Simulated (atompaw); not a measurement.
**Pseudopotential generation for Li: PAW (atompaw), PBEsol**

Do these settings give a usable potential? It is generated, then checked for scattering, ghosts and hardness.

Program: atompaw 4.2.0.5. Reference atom: PBEsol, scalar-relativistic, spherical and spin-unpolarised. All values are calculated.

## 1. The atom and the settings

The settings as typed:

- element: lithium (Li, Z = 3)
- type: PAW
- frozen core: [He]
- valence charge: 1
- reference configuration: 2s0.5 2p0 (charge +0.5)
- partial waves: 2s (bound): rc 3.00 bohr; 2s channel at 3.25 Ry: rc 3.00 bohr; 2p (bound, empty): rc 3.00 bohr; 2p channel at 0.2 Ry: rc 3.00 bohr; 3d channel at 0.15 Ry: rc 3.00 bohr; 3d channel at 2.7 Ry: rc 3.00 bohr
- local potential: troulliermartins scheme with l = 3 at 1 Ry, radius 2.35 bohr
- core correction: smooth core density matched at 1.85 bohr
- augmentation charge: sinc compensation charge, radius 2.95 bohr; PAW radius 3.00 bohr; waves and projectors: custom polynom2 7 10 vanderbiltortho

## 2. The generation run

Li.input reads:

```
Li 3
GGA-PBESOL scalarrelativistic loggrid 1500 logderivrange -2 5 176
2 2 0 0 0 0
2 0 0.5
2 1 0
0 0 0
c
v
v
2
3.00 2.95 2.35 1.85
y
3.25
n
y
0.2
n
y
0.15
y
2.7
n
custom polynom2 7 10 vanderbiltortho sinc
3 1 troulliermartins
3.00
3.00
3.00
3.00
3.00
3.00
PWSCFOUT
UPFDX 0.0125d0 UPFXMIN -7.d0 UPFZMESH 3.d0
END
```

Command:

```console
$ atompaw < Li.input > Li.log
```

What does the calculation give? Wanted: cutoffs for 10 and 1 mRy, occupied levels; bound ghosts; largest phase difference near zero energy, channels read; lowest eigenvalue of the overlap; share of valence orbitals outside the PAW sphere; UPF file.

As calculated:

| quantity | value |
| --- | --- |
| cutoffs for 10 and 1 mRy, occupied levels | 6 Ry or less and 6 Ry or less |
| bound ghosts | none found |
| largest phase difference near zero energy, channels read | 0.015 rad |
| lowest eigenvalue of the overlap (Bessel basis) | 0.641 (s) |
| share of valence orbitals outside the PAW sphere | 2s 61 %, 2p 70 % |
| UPF file | written |

In words: By its cutoff, 6 Ry or less for the looser tolerance, it is soft on the atom at that tolerance. No bound ghost shows below the valence levels. Near zero energy the phases of the channels with partial waves agree within 0.015 rad.
